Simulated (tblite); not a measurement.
# C5H10OSi: the cost of one run

Computed with tblite 0.8.0 and PySCF 2.14.0, with density-fitted response routines of our own, on a single molecule in the gas phase. Atoms are numbered from 0 throughout.

## (1) Starting geometry

17 atoms, charge 0, multiplicity 1; geometry from: force field or distance geometry start.

Bonds of the start (Å): C0–Si1 1.85, Si1–O2 1.72, O2–C3 1.28, C3–C4 1.55, C4–C5 1.53, C5–C6 1.51, C5–C3 1.37, C6–C3 1.57, C0–H7 1.12, C0–H8 1.11, C0–H9 1.09, Si1–H10 1.47, Si1–H11 1.46, C4–H12 1.13, C4–H13 1.11, C5–H14 1.06, C6–H15 1.09, C6–H16 1.13.

## (2) Optimising the geometry with GFN2-xTB

What the job is given:

```
{"job": {"kind": "relax", "xc": "GFN2-xTB", "basis": "xTB"}, "charge": 0, "multiplicity": 1}
C      2.941600     0.324000     0.319200
Si     1.269700    -0.116800    -0.327400
O      0.135000    -0.602300     0.873500
C     -1.036800    -0.304500     0.440500
C     -1.588600     1.094100     0.079900
C     -2.403800    -0.162900     0.400100
C     -1.863100    -1.185700    -0.564200
H      3.699800    -0.041100    -0.422300
H      3.057100     1.429300     0.246500
H      3.114900    -0.081000     1.315900
H      1.263100    -1.198000    -1.322400
H      0.718300     1.057800    -0.996500
H     -1.507000     1.887100     0.875700
H     -1.299800     1.308000    -0.966100
H     -3.242200    -0.219600     1.043900
H     -1.492500    -0.920100    -1.552100
H     -1.772900    -2.256200    -0.220500
```

Command:

```bash
$ OMP_NUM_THREADS=1 python probes_run.py task.json out
```

The driver reads the jobs from task.json and runs them one after another.

Q: Estimate the wall time of this first job on 1 thread of Arm Neoverse N1, shared host.

About 1 s.
